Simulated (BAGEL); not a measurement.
# BeCl2 (SMILES [Cl][Be][Cl]) at 3 levels

Aim: a comparison of 3 runs (HF/3-21G, HF/6-31G*, HF/def2-TZVPP) of BeCl2. 

The results are computed with BAGEL 1.2.2.

13 further runs of the same task are left out: 13 set aside as unsound or not needed.

**1. The structure to begin with**

BeCl2 has 3 atoms, charge 0, and is taken as a singlet. As SMILES, `[Cl][Be][Cl]`. One bond was lengthened or shortened from a relaxed shape.

Bond lengths: Be1–Cl2 1.762 Å, Be1–Cl3 2.289 Å. Angles: Cl2–Be1–Cl3 180.0°.

**2. The energy at HF/3-21G (density fitting with qzvpp-jkfit) (run 1)**

calc.json

```json
{ "bagel": [

{
  "title": "molecule",
  "basis": "3-21g",
  "df_basis": "qzvpp-jkfit",
  "angstrom": true,
  "geometry": [
    { "atom": "Be", "xyz": [   -0.004565,   -0.005849,    0.527999 ] },
    { "atom": "Cl", "xyz": [   -0.021175,   -0.026169,    2.289489 ] },
    { "atom": "Cl", "xyz": [    0.016170,    0.020060,   -1.761060 ] }
  ]
},
{ "title": "hf" },
{ "title": "print", "file": "orbitals.molden", "orbitals": true }

]}
```

The run is started by

```console
$ BAGEL_NUM_THREADS=1 BAGEL calc.json > calc.out
```

What it wrote:

```text
* using 1 threads per process

  ===============================================================
  ===============================================================

  *** Geometry ***

  { "atom" : "Be", "xyz" : [     -0.008627,     -0.011053,      0.997774 ] },
  { "atom" : "Cl", "xyz" : [     -0.040015,     -0.049452,      4.326507 ] },
  { "atom" : "Cl", "xyz" : [      0.030557,      0.037908,     -3.327921 ] },

  Number of auxiliary basis functions:      307

  Since a DF basis is specified, we compute 2- and 3-index integrals:
    o Being stored without compression. Storage requirement is 0.003 GB

  Number of basis functions:       35
  Number of electrons      :       38

    * METHOD: MOLECULE                             0.04

  *** RHF ***

  === Nuclear Repulsion ===
    73.8961482925

      * DIIS with orbital gradients will be used.

  === RHF iteration (3-21g) ===
      0       -929.20680625          0.01643482           0.01
      1       -929.26509548          0.00612737           0.01
      2       -929.27336175          0.00124016           0.01
      3       -929.27382188          0.00020688           0.01
      4       -929.27383862          0.00005364           0.01
      5       -929.27383973          0.00001584           0.01
      6       -929.27383982          0.00000286           0.01
      7       -929.27383982          0.00000095           0.01
      8       -929.27383983          0.00000020           0.01
      9       -929.27383982          0.00000008           0.01
     10       -929.27383982          0.00000002           0.01
     11       -929.27383983          0.00000001           0.01
    * SCF iteration converged.

    * Permanent dipole moment:
           (    0.007624,     0.009867,    -0.898285) a.u.

    * METHOD: HF                                   0.13

    * METHOD: PRINT                                0.01

  ===============================================================
```

It took 0.42 s on 1 thread of AMD EPYC 9R14 (Zen 4), shared host.

**3. A single-point energy at HF/6-31G(d) (density fitting with qzvpp-jkfit, spherical functions) (run 2)**

input.json

```json
{ "bagel" : [

{
  "title" : "molecule",
  "basis" : "6-31gs.json",
  "df_basis" : "qzvpp-jkfit",
  "angstrom" : "true",
  "geometry" : [
    { "atom" : "Be", "xyz" : [   -0.004565,   -0.005849,    0.527999 ] },
    { "atom" : "Cl", "xyz" : [   -0.021175,   -0.026169,    2.289489 ] },
    { "atom" : "Cl", "xyz" : [    0.016170,    0.020060,   -1.761060 ] }
  ]
},
{ "title" : "hf", "charge" : 0 },
{ "title" : "print", "file" : "orbitals.molden", "orbitals" : "true" }

]}
```

The basis set 6-31G* is read from a file made from the Basis Set Exchange's data (not shown).

The run is started by

```console
$ BAGEL_NUM_THREADS=1 BAGEL input.json > input.out
```

What it wrote:

```text
* using 1 threads per process

  ===============================================================
  ===============================================================

  *** Geometry ***

  { "atom" : "Be", "xyz" : [     -0.008627,     -0.011053,      0.997774 ] },
  { "atom" : "Cl", "xyz" : [     -0.040015,     -0.049452,      4.326507 ] },
  { "atom" : "Cl", "xyz" : [      0.030557,      0.037908,     -3.327921 ] },

  Number of auxiliary basis functions:      307

  Since a DF basis is specified, we compute 2- and 3-index integrals:
    o Being stored without compression. Storage requirement is 0.006 GB

  Number of basis functions:       50
  Number of electrons      :       38

    * METHOD: MOLECULE                             0.06

  *** RHF ***

  === Nuclear Repulsion ===
    73.8961482925

      * DIIS with orbital gradients will be used.

  === RHF iteration (6-31gs.json) ===
      0       -933.63059233          0.01468518           0.01
      1       -933.69897184          0.00614924           0.01
      2       -933.71097275          0.00121635           0.01
      3       -933.71168105          0.00015688           0.01
      4       -933.71169488          0.00003875           0.01
      5       -933.71169576          0.00001292           0.01
      6       -933.71169588          0.00000323           0.01
      7       -933.71169589          0.00000075           0.01
      8       -933.71169589          0.00000026           0.01
      9       -933.71169589          0.00000008           0.01
     10       -933.71169589          0.00000003           0.01
     11       -933.71169589          0.00000001           0.01
    * SCF iteration converged.

    * Permanent dipole moment:
           (    0.008855,     0.011351,    -1.025040) a.u.

    * METHOD: HF                                   0.20

    * METHOD: PRINT                                0.01

  ===============================================================
```

It took 0.52 s on 1 thread of AMD EPYC 9R14 (Zen 4), shared host.

**4. A single-point energy at HF/def2-TZVPP (density fitting with qzvpp-jkfit) (run 3)**

job.json

```json
{ "bagel": [

{
  "title": "molecule",
  "basis": "tzvpp",
  "df_basis": "qzvpp-jkfit",
  "angstrom": true,
  "geometry": [
    { "atom": "Be", "xyz": [   -0.004565,   -0.005849,    0.527999 ] },
    { "atom": "Cl", "xyz": [   -0.021175,   -0.026169,    2.289489 ] },
    { "atom": "Cl", "xyz": [    0.016170,    0.020060,   -1.761060 ] }
  ]
},
{
  "title": "hf"
},
{
  "title": "print",
  "file": "orbitals.molden",
  "orbitals": true
}

]}
```

The run is started by

```console
$ BAGEL_NUM_THREADS=1 BAGEL job.json > job.out
```

What it wrote:

```text
* using 1 threads per process

  ===============================================================
  ===============================================================

  *** Geometry ***

  { "atom" : "Be", "xyz" : [     -0.008627,     -0.011053,      0.997774 ] },
  { "atom" : "Cl", "xyz" : [     -0.040015,     -0.049452,      4.326507 ] },
  { "atom" : "Cl", "xyz" : [      0.030557,      0.037908,     -3.327921 ] },

  Number of auxiliary basis functions:      307

  Since a DF basis is specified, we compute 2- and 3-index integrals:
    o Being stored without compression. Storage requirement is 0.026 GB

  Number of basis functions:      103
  Number of electrons      :       38

    * METHOD: MOLECULE                             0.09

  *** RHF ***

  === Nuclear Repulsion ===
    73.8961482925

      * DIIS with orbital gradients will be used.

  === RHF iteration (tzvpp) ===
      0       -933.67695616          0.01125755           0.04
      1       -933.75269548          0.00595025           0.04
      2       -933.77082431          0.00080159           0.04
      3       -933.77157688          0.00018349           0.04
      4       -933.77161924          0.00005268           0.04
      5       -933.77162227          0.00001551           0.04
      6       -933.77162258          0.00000349           0.04
      7       -933.77162259          0.00000086           0.04
      8       -933.77162259          0.00000026           0.04
      9       -933.77162259          0.00000008           0.04
     10       -933.77162259          0.00000003           0.04
     11       -933.77162259          0.00000001           0.04
    * SCF iteration converged.

    * Permanent dipole moment:
           (    0.008831,     0.011287,    -1.016809) a.u.

    * METHOD: HF                                   0.53

    * METHOD: PRINT                                0.04

  ===============================================================
```

It took 0.92 s on 1 thread of AMD EPYC 9R14 (Zen 4), shared host; peak memory 0.092 GiB.

**5. Overview of the runs**

| run | level | energy (Eh) | dipole moment (D) | HOMO energy (eV) | LUMO energy (eV) | wall time |
| --- | --- | --- | --- | --- | --- | --- |
| 1 | HF/3-21G (density fitting with qzvpp-jkfit) | -929.273840 | 2.28 | -12.06 | 1.15 | 0.42 s |
| 2 | HF/6-31G* (density fitting with qzvpp-jkfit, spherical functions) | -933.711696 | 2.61 | -11.89 | 1.68 | 0.52 s |
| 3 | HF/def2-TZVPP (density fitting with qzvpp-jkfit) | -933.771623 | 2.58 | -11.88 | 0.83 | 0.92 s |

**6. Outcome**

| quantity | value |
| --- | --- |
| run 3: total energy | -933.77162 Eh |
| run 3: dipole moment | 2.58 D |
| run 3: HOMO energy | -11.88 eV |
| run 3: LUMO energy | 0.83 eV |
| run 3: HOMO–LUMO gap | 12.71 eV |

**Reading.** The dipole moment (its size) runs from 2.28 D (HF/3-21G) to 2.61 D (HF/6-31G*). The HOMO–LUMO gap runs from 12.71 eV (HF/def2-TZVPP) to 13.58 eV (HF/6-31G*). All runs together took 1.9 s, the longest 0.92 s.
